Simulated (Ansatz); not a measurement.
# Ga2PdS2: the cost of one run

Method: DFT PBE, scalar-relativistic, plane waves, PAW, unless a step names another level, in Ansatz 0.2.0.

10 further runs of the same task are left out: 1 that didn't finish, 9 set aside as unsound or not needed. Runs told in other sessions of the task aren't counted.

## Step 1: What the formula suggests

Pauling electronegativities: Ga 1.81, Pd 2.20, S 2.58 (spread 0.77). The formula balances with common oxidation states: Pd +2, Ga +1, S -2, a formal count that means little at so small a spread. Tabulated atomic sizes suggest about 19 Å³/atom. 26 candidates were drawn, by swapping species into database cells of other compounds, at random by space group and Wyckoff sites, or by hand, as the table says:

```csv
name,made from,space group no.,Wyckoff sites,atoms (primitive cell),V (Å³/atom)
c01,random,191,Ga 2d; Pd 1b; S 2e,5,23.5
c02,built by hand: K2PtS2 (Li2CuO2-type),71,Ga 4j; Pd 2a; S 4h,5,18.9
c03,built by hand: CaAl2Si2-type,164,Ga 2d; Pd 1a; S 2d,5,18.9
c04,built by hand: Na2HgO2-type,139,Ga 4e; Pd 2a; S 4e,5,18.9
c05,random,115,Ga 2g; Pd 1a; S 2g,5,22.7
c06,database cell of Er2InNi2,65,Ga 4i; Pd 2a; S 4j,5,20.5
c07,database cell of MnB2W2,127,Ga 4h; Pd 2a; S 4g,10,16.6
c08,random,139,Ga 4e; Pd 2a; S 4d,5,22.2
c09,random,38,"Ga 4d; Pd 2a; S 2b, 2a",5,22.2
c10,random,123,"Ga 2g; Pd 1a; S 1b, 1d",5,23.6
c11,random,191,Ga 2d; Pd 1a; S 2e,5,23.7
c12,built by hand: Pd-intercalated GaS layers,164,Ga 2c; Pd 1a; S 2d,5,18.9
c13,random,224,Ga 4b; Pd 2a; S 4c,10,21.8
c14,random,166,Ga 6c; Pd 3b; S 6c,5,20.2
c15,built by hand: ThCr2Si2-type,139,Ga 4d; Pd 2a; S 4e,5,18.9
c16,random,227,Ga 16c; Pd 8a; S 16d,10,23.4
c17,database cell of Na2PtC2,164,Ga 2d; Pd 1a; S 2c,5,22.5
c18,database cell of FeB2W2,127,Ga 4g; Pd 2a; S 4h,10,16.9
c19,built by hand: Bi2Te2S tetradymite-type,166,Ga 6c; Pd 3a; S 6c,5,18.9
c20,random,99,Ga 2c; Pd 1b; S 2c,5,20.2
c21,database cell of KCo2S2,139,Ga 4d; Pd 2a; S 4e,5,17.5
c22,random,99,"Ga 2c; Pd 1b; S 1a, 1a",5,23.2
c23,database cell of Bi2SeO2,139,Ga 4c; Pd 2a; S 4e,5,16.9
c24,database cell of Tm2NiAs2,194,"Ga 2a, 2c; Pd 2b; S 4f",10,18.6
c25,random,191,Ga 2c; Pd 1a; S 2e,5,23.7
c26,random,187,"Ga 2h; Pd 1e; S 1c, 1d",5,19.2
```

## Step 2: Screening run of c18

Contents of input.yaml:

```yaml
crystal:
  lattice:
    - [6.67566615, 0.0, 0.0]
    - [0.0, 6.67566615, 0.0]
    - [0.0, 0.0, 3.79373225]
  atoms:
    - { symbol: Ga, position: [0.88419001, 0.38419001, 0.0] }
    - { symbol: Ga, position: [0.38419001, 0.11580999, 0.0] }
    - { symbol: Ga, position: [0.11580999, 0.61580999, 0.0] }
    - { symbol: Ga, position: [0.61580999, 0.88419001, 0.0] }
    - { symbol: Pd, position: [0.0, 0.0, 0.0] }
    - { symbol: Pd, position: [0.5, 0.5, 0.0] }
    - { symbol: S, position: [0.17791, 0.32209, 0.5] }
    - { symbol: S, position: [0.67791, 0.17791, 0.5] }
    - { symbol: S, position: [0.32209, 0.82209, 0.5] }
    - { symbol: S, position: [0.82209, 0.67791, 0.5] }
basis:
  ecutwfc: 420
kpoints:
  mp_grid: { grid: [2, 2, 3] }
hamiltonian:
  xc: pbe
scf:
  occupations: { method: gaussian, width: 0.15 }
  lower_state_search: "off"
output:
  forces: true
  stress: true
  eigenvalues: true
relax:
  adjacent_minimum: "off"
  f_tol: 0.08
  max_steps: 16
  cell: { stress_tol: 0.8 }
```

On the command line:

```
$ ansatz run input.yaml --threads 1 --pin off --max-ram 2560MiB --backend cpu --events-out ev --progress --plain --runs-dir out
```

Q: Estimate wall time and peak memory on 1 thread of Intel Xeon 6975P-C (Granite Rapids), shared host.

About 28 s, with a peak of 0.51 GiB.
